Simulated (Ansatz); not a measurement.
# GePH3+ (quartet): the correlation ladder, cc-pVDZ

How much of the correlation energy of GePH3+ (quartet) does each wave-function method recover here?

Computed with Ansatz 0.2.0, Gaussian basis. Level: cc-pVDZ, core rule «outside noble gas», up to 19 orbitals frozen.

The runs, in order: UHF; CCSD(T) on ROHF; CCSD(T) on UHF; BCCD(T) on ROHF; CISD; CCSDT(Q) on ROHF; CCSDT(Q) on UHF; CASSCF and MRCISD+Q, 11 electrons in 11 orbitals; CASSCF and NEVPT2, 11 electrons in 11 orbitals.

28 further runs of the same task are left out: 13 that didn't finish, 15 set aside as unsound or not needed.

### 1 The system

The geometry is a PBE0/def2-TZVP stationary point (not a proven minimum) of the parent state, kept for this charge and spin. No spin-orbit coupling is included. The filled d shell of Ge may be among the frozen orbitals whatever the setting's name suggests; the logs give the count.

5 atoms, charge 1, spin multiplicity 4.

Atoms are counted from 1 here; the program's logs count them from 0.

Bond lengths: Ge1–P2 2.301 Å, Ge1–H3 1.555 Å, P2–H4 1.419 Å, P2–H5 1.419 Å. Angles: P2–Ge1–H3 114.3°, Ge1–P2–H4 99.5°, Ge1–P2–H5 99.5°, H4–P2–H5 94.2°.

### 2 UHF

Input file in.yaml:

```yaml
crystal:
  periodic: [false, false, false]
  atoms:
    - {symbol: Ge, position_ang: [0.000000, 0.059201, 0.707611]}
    - {symbol: P, position_ang: [0.000000, -0.146566, -1.583698]}
    - {symbol: H, position_ang: [0.000000, -1.295377, 1.470772]}
    - {symbol: H, position_ang: [1.039454, 0.766426, -1.900032]}
    - {symbol: H, position_ang: [-1.039454, 0.766426, -1.900032]}
basis:
  gaussian: {orbitals: cc-pVDZ}
total_charge: 1
magnetization: {spin_polarized: true, initial_magnetization: 3}
hamiltonian: {xc: hf}
output: {orbitals: {seedname: orbitals}}
```

Run with:

```console
ansatz run in.yaml --threads 1 --pin off --events-out ev --progress --plain --max-ram 2393MiB
```

The runs that follow: CCSD(T) on ROHF; CCSD(T) on UHF; BCCD(T) on ROHF; CISD; CCSDT(Q) on ROHF; CCSDT(Q) on UHF; CASSCF and MRCISD+Q, 11 electrons in 11 orbitals; CASSCF and NEVPT2, 11 electrons in 11 orbitals.

**Question.** What will the summary of the whole plan be? Wanted: UCCSDT(Q) below the RHF energy; RMP2 from UCCSDT(Q); UMP2 from UCCSDT(Q); RCCSD from UCCSDT(Q); RCCSD(T) from UCCSDT(Q); UCCSD(T) from UCCSDT(Q); RCCSDT(Q) from UCCSDT(Q); NEVPT2 valence from UCCSDT(Q); MRCISD+Q valence from UCCSDT(Q).

The runs gave:

```
                         quantity                                value
   UCCSDT(Q) below the RHF energy                           -5.5872 eV
              RMP2 from UCCSDT(Q)                      +29.00 kcal/mol
              UMP2 from UCCSDT(Q)                      +28.56 kcal/mol
             RCCSD from UCCSDT(Q)                       +4.76 kcal/mol
          RCCSD(T) from UCCSDT(Q)                       +1.28 kcal/mol
          UCCSD(T) from UCCSDT(Q)                       +0.98 kcal/mol
         RCCSDT(Q) from UCCSDT(Q)                       +0.31 kcal/mol
    NEVPT2 valence from UCCSDT(Q)                      +23.83 kcal/mol
  MRCISD+Q valence from UCCSDT(Q)                       +1.30 kcal/mol
levels within 1 kcal/mol (43 meV)  UCCSD(T), RCCSDT, UCCSDT, RCCSDT(Q)
                    T1 diagnostic                                0.029
   effectively unpaired electrons                                 3.02
```

What this shows: RCCSD(T) lands +1.28 kcal/mol from the yardstick (1.0 % of the correlation energy). One determinant dominates. Of the multireference levels listed MRCISD+Q valence comes nearest in total energy (+1.30 kcal/mol), which doesn't show that its space is the better one. These misses are within one basis, not against nature; the frozen cores of restricted and unrestricted runs differ, which can shift their rows.
